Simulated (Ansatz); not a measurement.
Geometry optimisation, DFT PBEsol, scalar-relativistic, plane waves, PAW (Ansatz 0.2.0).

input.yaml

```yaml
crystal:
  lattice:
    - [8.1, 0.0, 0.0]
    - [0.0, 8.1, 0.0]
    - [0.0, 0.0, 8.1]
  atoms:
    - { symbol: Al, position: [0.5, 0.0, 0.0] }
    - { symbol: Al, position: [0.75, 0.25, 0.0] }
    - { symbol: Al, position: [0.75, 0.0, 0.25] }
    - { symbol: Al, position: [0.0, 0.0, 0.0] }
    - { symbol: Al, position: [0.25, 0.25, 0.0] }
    - { symbol: Al, position: [0.5, 0.5, 0.0] }
    - { symbol: Al, position: [0.75, 0.75, 0.0] }
    - { symbol: Al, position: [0.25, 0.0, 0.25] }
    - { symbol: Al, position: [0.5, 0.25, 0.25] }
    - { symbol: Al, position: [0.75, 0.5, 0.25] }
    - { symbol: Al, position: [0.5, 0.0, 0.5] }
    - { symbol: Al, position: [0.75, 0.25, 0.5] }
    - { symbol: Al, position: [0.75, 0.0, 0.75] }
    - { symbol: Al, position: [0.0, 0.5, 0.0] }
    - { symbol: Al, position: [0.25, 0.75, 0.0] }
    - { symbol: Al, position: [0.0, 0.25, 0.25] }
    - { symbol: Al, position: [0.25, 0.5, 0.25] }
    - { symbol: Al, position: [0.5, 0.75, 0.25] }
    - { symbol: Al, position: [0.0, 0.0, 0.5] }
    - { symbol: Al, position: [0.25, 0.25, 0.5] }
    - { symbol: Al, position: [0.5, 0.5, 0.5] }
    - { symbol: Al, position: [0.75, 0.75, 0.5] }
    - { symbol: Al, position: [0.25, 0.0, 0.75] }
    - { symbol: Al, position: [0.5, 0.25, 0.75] }
    - { symbol: Al, position: [0.75, 0.5, 0.75] }
    - { symbol: Al, position: [0.0, 0.75, 0.25] }
    - { symbol: Al, position: [0.0, 0.5, 0.5] }
    - { symbol: Al, position: [0.25, 0.75, 0.5] }
    - { symbol: Al, position: [0.0, 0.25, 0.75] }
    - { symbol: Al, position: [0.25, 0.5, 0.75] }
    - { symbol: Al, position: [0.5, 0.75, 0.75] }
    - { symbol: Al, position: [0.0, 0.75, 0.75] }
    - { symbol: Al, position: [0.25150074, 0.24771728, 0.24222919] }
basis:
  ecutwfc: 420.0
kpoints:
  mp_grid: { grid: [3, 3, 3] }
hamiltonian:
  xc: pbesol
  pseudopotentials: { kind: paw, azcp: { folder: soft_1 } }
scf:
  occupations: { method: gaussian, width: 0.05 }
  lower_state_search: "off"
relax:
  f_tol: 0.03
  max_steps: 60
  adjacent_minimum: "off"
```

Run as:

```bash
$ ansatz run input.yaml --threads 4 --pin off --max-ram 10240MiB --backend cpu --events-out ev --progress --plain --runs-dir out
```

**Question.** Where does it end, and by what steps?

**Answer.** The run converged. The force dipped under the threshold on the way, but the program's further checks kept it going. Limits of this set-up: coarse k mesh, PAW files made for another functional, a small cell, in which the defect meets its images, a typed lattice constant that wasn't relaxed here. After 8 steps the energy has fallen by 8.026 eV; Al5 moved furthest, 0.66 Å. The start is strongly strained (largest force component 9 eV/Å).

```tsv
step	energy less start (eV)	largest force component (eV/Å)	accepted
0	0.0000	8.856	yes
1	-5.6776	3.473	yes
2	-7.7950	0.934	yes
3	-8.0224	0.055	yes
4	-8.0245	0.006	yes
5	-8.0249	0.048	yes
6	-8.0253	0.024	yes
7	-8.0257	0.010	yes
8	-8.0261	0.007	yes
```

```xyz
33
Lattice="8.1000 0.0000 0.0000 0.0000 8.1000 0.0000 0.0000 0.0000 8.1000" Properties=species:S:1:pos:R:3
Al 3.984 0.066 0.055
Al 6.081 2.024 -0.081
Al 6.081 -0.110 2.017
Al 0.059 0.056 0.046
Al 2.016 2.031 -0.660
Al 3.991 3.988 0.048
Al 6.070 6.078 -0.016
Al 2.015 -0.461 2.095
Al 4.517 2.032 2.095
Al 6.081 4.165 2.017
Al 4.056 -0.006 4.047
Al 6.081 2.024 4.183
Al 6.070 -0.038 6.117
Al 0.052 3.998 0.039
Al 2.026 6.070 -0.081
Al -0.418 2.032 2.095
Al 2.015 4.474 2.095
Al 4.158 6.070 2.017
Al -0.012 -0.014 4.056
Al 2.017 2.031 4.330
Al 4.062 4.060 4.054
Al 6.070 6.079 4.104
Al 2.026 -0.128 6.029
Al 4.177 2.024 6.029
Al 6.070 4.091 6.117
Al -0.116 6.070 2.017
Al -0.018 4.068 4.063
Al 2.026 6.070 4.182
Al -0.134 2.024 6.029
Al 2.026 4.183 6.029
Al 4.087 6.079 6.117
Al -0.041 6.079 6.117
Al 2.059 1.999 1.763
```

Whether the end is a true minimum wasn't checked by a vibrational analysis.

Time of the run: 98 s on 4 threads of Arm Neoverse V1 (shared host), peak memory 1.3 GiB.
